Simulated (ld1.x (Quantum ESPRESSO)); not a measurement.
**How the scale of all radii shapes a PAW potential for Co**

Aim: generate and test one potential in full, then change the scale of all radii and see what happens to hardness, ghosts and transferability.

Method: ld1.x (Quantum ESPRESSO) 7.5, LDA (PZ), scalar-relativistic.

## 1. The design

The settings as typed:

```
element                 : cobalt (Co, Z = 27)
type                    : PAW
frozen core             : [Ne]
valence charge          : 17
reference configuration : 3s2 3p6 3d7 4s2 4p0
partial waves           : 3s (bound): rcut 1.05, rcutus 1.15 bohr; 4s (bound): rcut 1.05, rcutus 1.15 bohr; 3p (bound): rcut 1.15, rcutus 1.25 bohr; 4p (bound, empty): rcut 1.15, rcutus 1.25 bohr; 3d (bound): rcut 1.35, rcutus 1.85 bohr; 3d channel at 1.75 Ry: rcut 1.35, rcutus 1.85 bohr
local potential         : all-electron potential smoothed inside 1.20 bohr (lloc = -1)
core correction         : not asked for
augmentation charge     : BESSEL, radius 1.00 bohr
```

## 2. The first potential

Input file Co.in:

```
 &input
   title='Co', zed=27., rel=1, dft='PZ', iswitch=3,
   config='[Ar] 3d7 4s2 4p0',
   nld=3, rlderiv=2.00, eminld=-9.0, emaxld=5.0, deld=0.04
 /
 &inputp
   pseudotype=3, lpaw=.true., tm=.true., lloc=-1, rcloc=1.20,
   nlcc=.false.,
   which_augfun='BESSEL', rmatch_augfun=1.00,
   file_pseudopw='Co.UPF', file_wfcaegen='ae.wfc', file_wfcncgen='nc.wfc', file_beta='beta', file_chi='chi', file_wfcusgen='us.wfc'
 /
6
3S  1  0   2.00   0.00  1.05  1.15  0.0
4S  2  0   2.00   0.00  1.05  1.15  0.0
3P  2  1   6.00   0.00  1.15  1.25  0.0
4P  3  1   0.00   0.00  1.15  1.25  0.0
3D  3  2   7.00   0.00  1.35  1.85  0.0
3D  3  2   0.00   1.75  1.35  1.85  0.0
 &test
   configts(1)='3s2 3p6 3d7 4s2 4p0'
 /
```

Command:

```console
ld1.x < Co.in > Co.out
```

What the program wrote to Co.out (without the banner and most projector matrices):

```text
     Program LD1 v.7.5
     --------------------------- All-electron run ----------------------------

     Co
     scalar relativistic calculation

     atomic number is 27.00
     dft =PZ   lsd =0 sic =0 latt =0  beta=0.20 tr2=1.0E-14
     Exchange-correlation= PZ
                           (   1   1   0   0   0   0   0)
     mesh =1193 r(mesh) =  99.89935 a.u. xmin = -7.00 dx = 0.01250
     1 Ry =  13.60569312 eV, c = 137.03599908

     n l     nl                  e(Ry)          e(Ha)          e(eV)
     1 0     1S 1( 2.00)      -556.8808      -278.4404     -7576.7497
     2 0     2S 1( 2.00)       -65.9353       -32.9676      -897.0949
     2 1     2P 1( 6.00)       -56.5540       -28.2770      -769.4561
     3 0     3S 1( 2.00)        -7.4873        -3.7436      -101.8698
     3 1     3P 1( 6.00)        -4.8151        -2.4075       -65.5123
     3 2     3D 1( 7.00)        -0.6217        -0.3109        -8.4589
     4 0     4S 1( 2.00)        -0.4175        -0.2087        -5.6803
     4 1     4P 1( 0.00)        -0.1022        -0.0511        -1.3908

     final scf error:  4.4E-15 reached in  25 iterations

     Etot =   -2781.547307 Ry,   -1390.773653 Ha,  -37844.879062 eV

     Ekin =    2816.209536 Ry,    1408.104768 Ha,   38316.482721 eV
     Encl =   -6668.364810 Ry,   -3334.182405 Ha,  -90727.725233 eV
     Eh   =    1184.397073 Ry,     592.198537 Ha,   16114.543115 eV
     Exc  =    -113.789107 Ry,     -56.894553 Ha,   -1548.179664 eV

     normalization and overlap integrals

     s(1S/1S) =  1.000000  <r> =   0.0563  <r2> =    0.0043  r(max) =   0.0370
     s(2S/2S) =  1.000000  <r> =   0.2560  <r2> =    0.0774  r(max) =   0.2131
     s(2P/2P) =  1.000000  <r> =   0.2252  <r2> =    0.0623  r(max) =   0.1723
     s(3S/3S) =  1.000000  <r> =   0.7752  <r2> =    0.6947  r(max) =   0.6731
     s(3P/3P) =  1.000000  <r> =   0.8170  <r2> =    0.7891  r(max) =   0.6816
     s(3D/3D) =  1.000000  <r> =   1.0712  <r2> =    1.5565  r(max) =   0.6648
     s(4S/4S) =  1.000000  <r> =   2.8687  <r2> =    9.6029  r(max) =   2.2914
     s(4P/4P) =  1.000000  <r> =   4.2636  <r2> =   21.9500  r(max) =   3.2113

     ------------------------ End of All-electron run ------------------------

     --------------------- Generating PAW atomic setup --------------------

      Generating local potential from pseudized AE potential:
      Matching radius rcloc =   1.2000

      Local pseudo, rcloc= 1.196 Estimated cut-off energy=    17.33 Ry

      Computing core charge for PAW:

       r > 0.37 : true rho core
       r < 0.37 : rho core = a sin(br)/r    a=  55.48  b=   7.11

      Integrated core pseudo-charge :   3.92
      Wfc-us  3S rcutus= 1.138  Estimated cut-off energy=    40.54 Ry
      Wfc-us  4S rcutus= 1.138  Estimated cut-off energy=    79.00 Ry
      Wfc-us  3P rcutus= 1.258  Estimated cut-off energy=    52.67 Ry
      Wfc-us  4P rcutus= 1.258  Estimated cut-off energy=    96.10 Ry
      Wfc-us  3D rcutus= 1.830  Estimated cut-off energy=    35.09 Ry
      Wfc-us  3D rcutus= 1.830  Estimated cut-off energy=    29.82 Ry

     Required augmentation: BESSEL   radius:    1.000000
     Suggested rho cutoff for augmentation:  98.46 Ry

     Estimated PAW energy = -371.306550 Ryd

     The PAW screened D coefficients
     7.11622     2.28053     0.00000     0.00000     0.00000     0.00000
     2.28053     0.64178     0.00000     0.00000     0.00000     0.00000
     0.00000     0.00000    -2.24055    -0.10723     0.00000     0.00000
     0.00000     0.00000    -0.10723    -0.09398     0.00000     0.00000
     0.00000     0.00000     0.00000     0.00000    -1.07753    -0.07118
     0.00000     0.00000     0.00000     0.00000    -0.07118     0.40400

     The PAW descreened D coefficients (US)
     2.04939     0.34416     0.00000     0.00000     0.00000     0.00000
     0.34416    -0.03870     0.00000     0.00000     0.00000     0.00000
     0.00000     0.00000     2.27604    -0.37936     0.00000     0.00000
     0.00000     0.00000    -0.37936    -0.36209     0.00000     0.00000
     0.00000     0.00000     0.00000     0.00000    12.20775     7.45558
     0.00000     0.00000     0.00000     0.00000     7.45558     4.00411

     ------------------- End of pseudopotential generation -------------------

     [... the all-electron block is printed once more ...]


     Computing logarithmic derivative in   2.00959
     Computing logarithmic derivative in   2.00959
     Computing the partial wave expansion
     R is outside the sphere for l=    0 j= 0.00
     R is outside the sphere for l=    0 j= 0.00
     R is outside the sphere for l=    1 j= 0.00
     R is outside the sphere for l=    1 j= 0.00
     R is outside the sphere for l=    2 j= 0.00
     R is outside the sphere for l=    2 j= 0.00

     ---------------------- Testing the pseudopotential ----------------------

     Co
     scalar relativistic calculation

     atomic number is 27.00   valence charge is 17.00
     dft = SLA  PZ   NOGX NOGC   lsd =0 sic =0 latt =0  beta=0.20 tr2=1.0E-14
     mesh =1193 r(mesh) =  99.89935 xmin = -7.00 dx = 0.01250

     n l     nl             e AE (Ry)        e PS (Ry)    De AE-PS (Ry)
     1 0     3S   1( 2.00)       -7.48729       -7.48710       -0.00019
     2 1     3P   1( 6.00)       -4.81507       -4.81486       -0.00020
     3 2     3D   1( 7.00)       -0.62172       -0.62173        0.00001
     2 0     4S   1( 2.00)       -0.41749       -0.41747       -0.00002
     3 1     4P   1( 0.00)       -0.10222       -0.10222       -0.00001

     eps = 2.6E-15  iter = 11

     Etot =   -2781.547307 Ry,   -1390.773653 Ha,  -37844.879062 eV
     Etotps =  -371.306463 Ry,    -185.653231 Ha,   -5051.881786 eV

     Ekin =     328.758070 Ry,     164.379035 Ha,    4472.981413 eV
     Encl =    -837.460343 Ry,    -418.730172 Ha,  -11394.228430 eV
     Ehrt =     251.186052 Ry,     125.593026 Ha,    3417.560343 eV
     Ecxc =    -113.790242 Ry,     -56.895121 Ha,   -1548.195112 eV

     ---------------------- End of pseudopotential test ----------------------
```

It took 3.5 s on 1 thread, shared host. (Generation and the later configuration tests together.)

All-electron and pseudo partial waves u(r) = r·R(r), from the program's wave files:

```csv
r (bohr),4p AE,4p PS,4s AE,4s PS
0.093,0.0914,-0.0189,0.0586,-0.1454
0.185,0.0853,-0.0693,0.1664,-0.2704
0.278,-0.0005,-0.1374,0.0497,-0.3625
0.370,-0.0893,-0.2028,-0.1133,-0.4107
0.463,-0.1500,-0.2490,-0.2302,-0.4146
0.555,-0.1755,-0.2641,-0.2766,-0.3792
0.648,-0.1722,-0.2467,-0.2631,-0.3132
0.740,-0.1482,-0.2034,-0.2081,-0.2286
0.833,-0.1106,-0.1444,-0.1277,-0.1337
0.925,-0.0659,-0.0819,-0.0364,-0.0372
1.018,-0.0171,-0.0221,0.0586,0.0587
1.110,0.0319,0.0312,0.1496,0.1496
1.203,0.0804,0.0804,0.2352,0.2352
1.295,0.1263,0.1263,0.3116,0.3116
1.388,0.1701,0.1701,0.3798,0.3798
1.480,0.2102,0.2102,0.4380,0.4380
1.573,0.2477,0.2477,0.4880,0.4880
1.665,0.2815,0.2815,0.5290,0.5290
1.758,0.3125,0.3125,0.5628,0.5628
1.850,0.3402,0.3402,0.5891,0.5891
1.943,0.3653,0.3653,0.6094,0.6094
2.035,0.3874,0.3874,0.6239,0.6239
2.128,0.4073,0.4073,0.6335,0.6335
2.220,0.4245,0.4245,0.6386,0.6386
2.313,0.4397,0.4397,0.6400,0.6400
2.405,0.4527,0.4527,0.6380,0.6380
```

## 3. Configuration tests

Input file Co.test.in:

```
 &input
   title='Co', zed=27., rel=1, dft='PZ', iswitch=2,
   config='[Ar] 3d7 4s2 4p0'
 /
 &test
   file_pseudo='Co.UPF', nconf=10,
   configts(1)='3s2 3p6 3d7 4s2 4p0',
   configts(2)='3s2 3p6 3d7 4s1 4p0',
   configts(3)='3s2 3p6 3d7 4s0 4p0',
   configts(4)='3s2 3p6 3d6 4s0 4p0',
   configts(5)='3s2 3p6 3d6 4s2 4p0',
   configts(6)='3s2 3p6 3d8 4s0 4p0',
   configts(7)='3s2 3p6 3d7 4s1.5 4p0',
   configts(8)='3s2 3p6 3d7 4s0 4p1',
   configts(9)='3s2 3p6 3d7 4s2 4p0', lsdts(9)=1,
   configts(10)='3s2 3p6 3d7 4s1 4p0', lsdts(10)=1
 /
```

Command:

```console
ld1.x < Co.test.in > Co.test.out
```

Co.test.out, the pseudopotential blocks:

```text
     ---------------------- Testing the pseudopotential ----------------------

     Co
     scalar relativistic calculation

     atomic number is 27.00   valence charge is 17.00
     dft =SLA  PZ   NOGX NOGC   lsd =0 sic =0 latt =0  beta=0.20 tr2=1.0E-14
     mesh =1193 r(mesh) =  99.89935 xmin = -7.00 dx = 0.01250

     n l     nl             e AE (Ry)        e PS (Ry)    De AE-PS (Ry)
     1 0     3S   1( 2.00)       -7.48729       -7.48710       -0.00019
     2 1     3P   1( 6.00)       -4.81507       -4.81486       -0.00020
     3 2     3D   1( 7.00)       -0.62172       -0.62173        0.00001
     2 0     4S   1( 2.00)       -0.41749       -0.41747       -0.00002
     3 1     4P   1( 0.00)       -0.10222       -0.10222       -0.00001

     eps = 2.6E-15  iter = 11

     Etot =   -2781.547307 Ry,   -1390.773653 Ha,  -37844.879062 eV
     Etotps =  -371.306463 Ry,    -185.653231 Ha,   -5051.881786 eV

     Ekin =     328.758070 Ry,     164.379035 Ha,    4472.981413 eV
     Encl =    -837.460343 Ry,    -418.730172 Ha,  -11394.228430 eV
     Ehrt =     251.186052 Ry,     125.593026 Ha,    3417.560343 eV
     Ecxc =    -113.790242 Ry,     -56.895121 Ha,   -1548.195112 eV

     ---------------------- End of pseudopotential test ----------------------

     ---------------------- Testing the pseudopotential ----------------------

     Co
     [...]
     n l     nl             e AE (Ry)        e PS (Ry)    De AE-PS (Ry)
     1 0     3S   1( 2.00)       -8.14148       -8.14137       -0.00011
     2 1     3P   1( 6.00)       -5.46999       -5.46970       -0.00029
     3 2     3D   1( 7.00)       -1.27044       -1.27025       -0.00019
     2 0     4S   1( 1.00)       -0.96136       -0.96143        0.00007
     3 1     4P   1( 0.00)       -0.56452       -0.56451       -0.00001

     eps = 4.9E-15  iter = 26

     Etot =   -2780.864088 Ry,   -1390.432044 Ha,  -37835.583398 eV
     Etotps =  -370.623154 Ry,    -185.311577 Ha,   -5042.584891 eV
     dEtot_ae =       0.683219 Ry
     dEtot_ps =       0.683309 Ry,   Delta E=      -0.000090 Ry

     [...]
     ---------------------- End of pseudopotential test ----------------------

     ---------------------- Testing the pseudopotential ----------------------

     Co
     [...]
     n l     nl             e AE (Ry)        e PS (Ry)    De AE-PS (Ry)
     1 0     3S   1( 2.00)       -8.89567       -8.89598        0.00031
     2 1     3P   1( 6.00)       -6.22460       -6.22452       -0.00008
     3 2     3D   1( 7.00)       -2.01329       -2.01277       -0.00052
     2 0     4S   1( 0.00)       -1.55191       -1.55234        0.00043
     3 1     4P   1( 0.00)       -1.08071       -1.08084        0.00013

     eps = 2.8E-15  iter = 25

     Etot =   -2779.608381 Ry,   -1389.804191 Ha,  -37818.498637 eV
     Etotps =  -369.367100 Ry,    -184.683550 Ha,   -5025.495416 eV
     dEtot_ae =       1.938925 Ry
     dEtot_ps =       1.939362 Ry,   Delta E=      -0.000437 Ry

     [...]
     ---------------------- End of pseudopotential test ----------------------

     ---------------------- Testing the pseudopotential ----------------------

     Co
     [...]
     n l     nl             e AE (Ry)        e PS (Ry)    De AE-PS (Ry)
     1 0     3S   1( 2.00)      -10.30898      -10.31151        0.00253
     2 1     3P   1( 6.00)       -7.62118       -7.62330        0.00212
     3 2     3D   1( 6.00)       -3.34237       -3.34318        0.00081
     2 0     4S   1( 0.00)       -2.38572       -2.38571       -0.00001
     3 1     4P   1( 0.00)       -1.81850       -1.81922        0.00072

     eps = 9.0E-15  iter = 19

     Etot =   -2776.948577 Ry,   -1388.474288 Ha,  -37782.310154 eV
     Etotps =  -366.707253 Ry,    -183.353626 Ha,   -4989.306350 eV
     dEtot_ae =       4.598730 Ry
     dEtot_ps =       4.599210 Ry,   Delta E=      -0.000480 Ry

     [...]
     ---------------------- End of pseudopotential test ----------------------

     ---------------------- Testing the pseudopotential ----------------------

     Co
     [...]
     n l     nl             e AE (Ry)        e PS (Ry)    De AE-PS (Ry)
     1 0     3S   1( 2.00)       -8.63507       -8.63675        0.00168
     2 1     3P   1( 6.00)       -5.94948       -5.95167        0.00219
     3 2     3D   1( 6.00)       -1.69653       -1.69760        0.00107
     2 0     4S   1( 2.00)       -1.08752       -1.08734       -0.00018
     3 1     4P   1( 0.00)       -0.64964       -0.64986        0.00023

     eps = 6.1E-15  iter = 20

     Etot =   -2780.411039 Ry,   -1390.205519 Ha,  -37829.419347 eV
     Etotps =  -370.169750 Ry,    -185.084875 Ha,   -5036.416025 eV
     dEtot_ae =       1.136268 Ry
     dEtot_ps =       1.136712 Ry,   Delta E=      -0.000444 Ry

     [...]
     ---------------------- End of pseudopotential test ----------------------

     ---------------------- Testing the pseudopotential ----------------------

     Co
     [...]
     n l     nl             e AE (Ry)        e PS (Ry)    De AE-PS (Ry)
     1 0     3S   1( 2.00)       -7.73049       -7.73082        0.00032
     2 1     3P   1( 6.00)       -5.07000       -5.07005        0.00005
     3 2     3D   1( 8.00)       -0.92368       -0.92372        0.00004
     2 0     4S   1( 0.00)       -0.83900       -0.83971        0.00071
     3 1     4P   1( 0.00)       -0.47522       -0.47552        0.00031

     eps = 2.1E-15  iter = 25

     Etot =   -2781.054479 Ry,   -1390.527239 Ha,  -37838.173799 eV
     Etotps =  -370.812926 Ry,    -185.406463 Ha,   -5045.166880 eV
     dEtot_ae =       0.492828 Ry
     dEtot_ps =       0.493537 Ry,   Delta E=      -0.000709 Ry

     [...]
     ---------------------- End of pseudopotential test ----------------------

     ---------------------- Testing the pseudopotential ----------------------

     Co
     [...]
     n l     nl             e AE (Ry)        e PS (Ry)    De AE-PS (Ry)
     1 0     3S   1( 2.00)       -7.79983       -7.79965       -0.00018
     2 1     3P   1( 6.00)       -5.12800       -5.12773       -0.00027
     3 2     3D   1( 7.00)       -0.93217       -0.93209       -0.00008
     2 0     4S   1( 1.50)       -0.68022       -0.68023        0.00001
     3 1     4P   1( 0.00)       -0.32156       -0.32154       -0.00002

     eps = 7.0E-15  iter = 16

     Etot =   -2781.273791 Ry,   -1390.636895 Ha,  -37841.157688 eV
     Etotps =  -371.032917 Ry,    -185.516459 Ha,   -5048.160007 eV
     dEtot_ae =       0.273516 Ry
     dEtot_ps =       0.273546 Ry,   Delta E=      -0.000030 Ry

     [...]
     ---------------------- End of pseudopotential test ----------------------

     ---------------------- Testing the pseudopotential ----------------------

     Co
     [...]
     n l     nl             e AE (Ry)        e PS (Ry)    De AE-PS (Ry)
     1 0     3S   1( 2.00)       -8.25552       -8.25600        0.00048
     2 1     3P   1( 6.00)       -5.58395       -5.58404        0.00009
     3 2     3D   1( 7.00)       -1.37958       -1.37918       -0.00040
     2 0     4S   1( 0.00)       -1.03018       -1.03043        0.00025
     3 1     4P   1( 1.00)       -0.62456       -0.62459        0.00002

     eps = 2.7E-15  iter = 15

     Etot =   -2780.463349 Ry,   -1390.231675 Ha,  -37830.131070 eV
     Etotps =  -370.222216 Ry,    -185.111108 Ha,   -5037.129854 eV
     dEtot_ae =       1.083957 Ry
     dEtot_ps =       1.084247 Ry,   Delta E=      -0.000290 Ry

     [...]
     ---------------------- End of pseudopotential test ----------------------
```

2 tests gave no usable energy difference; the test run stopped with "negative rho".

Excitation and ionisation energies from 3s2 3p6 3d7 4s2 4p0, with the error of the potential. The frozen-core shift comes from a second all-electron run, not shown, with the core orbitals held at their reference shape; it is that run's ΔE less the relaxed one.

```csv
valence configuration,charge,ΔE all-electron (eV),error AE − PS (meV),frozen-core shift (meV)
3s2 3p6 3d7 4s1 4p0,+1,9.296,-1.2,+1.0
3s2 3p6 3d7 4s0 4p0,+2,26.380,-5.9,+2.6
3s2 3p6 3d6 4s0 4p0,+3,62.569,-6.5,-0.5
3s2 3p6 3d6 4s2 4p0,+1,15.460,-6.0,-3.2
3s2 3p6 3d8 4s0 4p0,+1,6.705,-9.6,+4.7
3s2 3p6 3d7 4s1.5 4p0,+0.5,3.721,-0.4,+0.4
3s2 3p6 3d7 4s0 4p1,+1,14.748,-3.9,+1.5
```

## 4. Does it scatter like the atom?

Taken from the files of the generation run. The phase is arctan(r·u′/u) with u = r·R, unwrapped, with energies in Ry. A pole is an energy at which the radial function vanishes at the test radius. The pseudo phase is shifted by a multiple of π to meet the all-electron one at the reference energy. Levels narrower than the energy grid can be missing from the poles. Left out: s, where the overlap operator is not positive , so their phases aren't trusted. The last column is the largest difference on the grid between −1 and +1 Ry.

```tsv
channel	radius (bohr)	reference (Ry)	poles AE	poles PS	window around the reference with phases within 0.05 rad (Ry)	largest difference near zero (rad)
p	2.01	-0.10	-4.72	-4.72	the whole range	0.001
d	2.01	-0.62	-0.27	-0.27	the whole range	0.002
```

Phases (rad) along the scan:

```csv
E (Ry),d AE,d PS,p AE,p PS
-9.00,1.407,1.407,1.394,1.393
-8.52,1.402,1.402,1.387,1.387
-8.04,1.397,1.397,1.381,1.380
-7.56,1.392,1.392,1.372,1.372
-7.08,1.386,1.386,1.363,1.363
-6.60,1.380,1.379,1.351,1.350
-6.12,1.373,1.372,1.333,1.333
-5.64,1.364,1.364,1.303,1.303
-5.16,1.355,1.354,1.194,1.194
-4.68,1.344,1.343,-1.617,-1.616
-4.20,1.331,1.331,-1.759,-1.759
-3.72,1.316,1.315,-1.799,-1.799
-3.24,1.296,1.295,-1.827,-1.827
-2.76,1.270,1.269,-1.856,-1.856
-2.28,1.233,1.232,-1.888,-1.888
-1.80,1.170,1.168,-1.927,-1.927
-1.32,1.023,1.021,-1.978,-1.978
-0.84,0.123,0.121,-2.050,-2.050
-0.36,-1.503,-1.503,-2.157,-2.157
0.12,-1.731,-1.731,-2.334,-2.334
0.60,-1.836,-1.837,-2.653,-2.654
1.08,-1.927,-1.927,-3.194,-3.197
1.56,-2.036,-2.036,-3.774,-3.778
2.04,-2.200,-2.200,-4.138,-4.143
2.52,-2.488,-2.491,-4.339,-4.344
3.00,-3.020,-3.040,-4.458,-4.464
3.48,-3.676,-3.714,-4.537,-4.543
3.96,-4.099,-4.137,-4.593,-4.601
4.44,-4.321,-4.356,-4.636,-4.644
4.92,-4.447,-4.482,-4.670,-4.681
```

## 5. Plane-wave convergence, by spherical Bessel functions

This step uses the generator's waves and projectors in a separate script. Basis: spherical Bessel functions vanishing at 20 bohr, q² up to the cutoff; potential fixed at the reference.

No cutoffs are read. The overlap operator is not positive in s (lowest eigenvalue -0.170), so the test is not defined there. The ghost test is not conclusive.

(Part 1 of 2 ends here.)
